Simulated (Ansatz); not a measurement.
Predict the output of the script below (Ansatz 0.2.0, Python API).

Script `run_energy.py`:
```python
"""Electronic structure of the CH4BClO molecule."""

from pathlib import Path

import ansatz
from ase import Atoms

atoms = Atoms(["C", "O", "B", "Cl", "H", "H", "H", "H"], positions=[
    (0.2631, 0.981, -0.0823),
    (0.8865, -0.2062, 0.0223),
    (-0.1381, -1.2613, 0.2391),
    (-0.7339, -2.1867, -1.1768),
    (-0.473, 1.0274, -0.9876),
    (-0.3325, 1.3018, 0.8407),
    (0.9939, 1.8255, -0.2601),
    (-0.3738, -1.5387, 1.349),
])
geometry = ansatz.Crystal.molecule_from_ase(atoms)

calculation = geometry.calculation().basis(gaussian="def2-SVPD").functional("b3lyp", dispersion="d3bj").orbitals()
print(calculation.to_yaml())
out = calculation.run(threads=1, runs_dir="runs")
rep = out.report

print("reference energy %16.6f eV" % rep["reference_energy_ev"])
print("total energy     %16.6f eV" % rep["free_energy_ev"])
print("occupied orbitals outside the frozen core (up, down):", rep["n_occupied"], " frozen:", rep["n_frozen"], " virtual:", rep["n_virtual"])

lines = Path(rep["orbitals_path"]).read_text().splitlines()
field_of = lambda key: [line.split("=")[1].strip() for line in lines if line.startswith(key)]
orbitals = [(27.211386 * float(e), s, float(n)) for e, s, n in zip(field_of("Ene="), field_of("Spin="), field_of("Occup="))]
homo = max(e for e, _, n in orbitals if n > 0.5)
lumo = min(e for e, _, n in orbitals if n < 0.5)
print(f"HOMO {homo:.3f} eV, LUMO {lumo:.3f} eV, gap {lumo - homo:.3f} eV")
```

```console
$ python run_energy.py
crystal:
  periodic: [false, false, false]
  atoms:
    - { symbol: C, position_ang: [0.2631, 0.981, -0.0823] }
    - { symbol: O, position_ang: [0.8865, -0.2062, 0.0223] }
    - { symbol: B, position_ang: [-0.1381, -1.2613, 0.2391] }
    - { symbol: Cl, position_ang: [-0.7339, -2.1867, -1.1768] }
    - { symbol: H, position_ang: [-0.473, 1.0274, -0.9876] }
    - { symbol: H, position_ang: [-0.3325, 1.3018, 0.8407] }
    - { symbol: H, position_ang: [0.9939, 1.8255, -0.2601] }
    - { symbol: H, position_ang: [-0.3738, -1.5387, 1.349] }
basis:
  gaussian:
    orbitals: def2-SVPD
hamiltonian:
  xc: b3lyp
  dispersion: d3bj
output:
  orbitals: {}

reference energy    -16343.398467 eV
total energy        -16343.629276 eV
occupied orbitals outside the frozen core (up, down): [20, 20]  frozen: 0  virtual: [102, 102]
HOMO -7.850 eV, LUMO -1.982 eV, gap 5.869 eV
```

Total energies depend on the basis set; only differences at equal settings carry meaning. The geometry is a force-field or estimated start, not a minimum of this method, and the basis set is short of its limit. Total less reference energy is the dispersion correction. b3lyp holds the VWN-RPA fit, as in Gaussian; the form of ORCA and Turbomole is b3lyp5. Levels such as HOMO and LUMO are orbital energies: with these approximate functionals they aren't the ionisation energy and electron affinity, and their gap isn't the fundamental gap. The whole script took 2.3 s on 1 thread of Intel(R) Xeon(R) 6975P-C (Granite Rapids), on a shared host, peak memory 0.3 GiB.

(Lines on the test bed's own set-up are left out of the output.)
